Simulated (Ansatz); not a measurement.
**C₂H₃FSi: one species, many methods**

The task here is to estimate one member of a computed series from the others.

Program: Ansatz 0.2.0, Gaussian basis. Level of theory: functionals in def2-TZVPP, the program's frozen cores in correlated methods. These are calculated values, not measurements.

Plan: LDA (SPW92), PBE-D4, revPBE-D4, BLYP-D4, r2SCAN-D4, B97M-V, PBE0-D4, B3LYP-D4, r2SCANh-D4, r2SCAN0-D4, HSE06-D4, BHLYP-D4, CAM-B3LYP-D4, LC-ωPBE, ωB97X-V, ωB97M-V, B2PLYP, PBE-QIDH; CCSD(T)/def2-SVP; CCSD(T)/def2-TZVPP; MP2/def2-QZVPP; extrapolation to the limit; RPA on PBE.

### Structure used throughout

An earlier PBE0-D4 in a triple-zeta def2 set relaxation fixed the geometry.

SMILES `FC#C[SiH3]`, 7 atoms, charge 0, spin multiplicity 1.

Atoms are counted from 1 here; the program's logs count them from 0.

Bond lengths: F1–C2 1.267 Å, C2–C3 1.203 Å, C3–Si4 1.816 Å, Si4–H5 1.483 Å, Si4–H6 1.483 Å, Si4–H7 1.483 Å. Angles: F1–C2–C3 179.9°, C2–C3–Si4 179.9°, C3–Si4–H5 109.5°, C3–Si4–H6 109.5°, C3–Si4–H7 109.4°, H5–Si4–H6 109.5°, H5–Si4–H7 109.5°, H6–Si4–H7 109.5°.

The first run:

The input, in.yaml:

```yaml
crystal:
  periodic: [false, false, false]
  atoms:
    - {symbol: F, position_ang: [1.794672, -2.320109, 1.288820]}
    - {symbol: C, position_ang: [1.086379, -1.404167, 0.774948]}
    - {symbol: C, position_ang: [0.412611, -0.535084, 0.286915]}
    - {symbol: Si, position_ang: [-0.601281, 0.779601, -0.448972]}
    - {symbol: H, position_ang: [-1.519599, 0.191267, -1.454454]}
    - {symbol: H, position_ang: [-1.392727, 1.446431, 0.613759]}
    - {symbol: H, position_ang: [0.281145, 1.774160, -1.106716]}
basis:
  gaussian: {orbitals: def2-TZVPP}
hamiltonian: {xc: lda}
output: {orbitals: {seedname: orbitals}}
```

Launch:

```bash
$ ansatz run in.yaml --threads 2 --pin off --events-out ev --progress --plain --max-ram 4352MiB
```

Steps of the session up to this table: LDA; PBE-D4 (GGA); revPBE-D4 (GGA); BLYP-D4 (GGA); r2SCAN-D4 (meta-GGA); B97M-V (meta-GGA); B3LYP-D4 (hybrid); r2SCANh-D4 (hybrid); r2SCAN0-D4 (hybrid); HSE06-D4 (hybrid); BHLYP-D4 (hybrid); CAM-B3LYP-D4 (range-separated); LC-ωPBE (range-separated); ωB97X-V (range-separated); ωB97M-V (range-separated); B2PLYP (double hybrid); PBE-QIDH (double hybrid).

One table of the session follows, with a row left open; its other results are not shown here.

It belongs to the step «Orbital energies across the functionals». 

| functional | HOMO (eV) | gap (eV) |
| --- | --- | --- |
| LDA (SPW92) | -7.08 | 6.20 |
| PBE-D4 | -6.92 | 6.26 |
| revPBE-D4 | -6.86 | 6.29 |
| BLYP-D4 | -6.77 | 6.26 |
| r2SCAN-D4 | -7.18 | 6.81 |
| B97M-V | -7.24 | 6.82 |
| PBE0-D4 | -8.21 | 8.49 |
| B3LYP-D4 | -7.97 | 8.04 |
| r2SCANh-D4 | -7.67 | 7.62 |
| r2SCAN0-D4 | ? | ? |
| HSE06-D4 | -7.81 | 7.71 |
| BHLYP-D4 | -9.37 | 10.68 |
| CAM-B3LYP-D4 | -9.58 | 10.97 |
| LC-ωPBE | -10.98 | 13.52 |
| ωB97X-V | -10.58 | 13.04 |
| ωB97M-V | -10.45 | 12.64 |

**Question.** Estimate the row for r2SCAN0-D4.

Worked estimate for «HOMO (eV)». Against the share of exact exchange, r2SCAN-D4 (0, -7.18), r2SCANh-D4 (0.1, -7.67) give a slope of -4.90 per unit share; at 0.25 the line stands at -8.40.

As computed: HOMO (eV): -8.39; gap (eV): 8.84. In «HOMO (eV)» the line misses by -0.01.
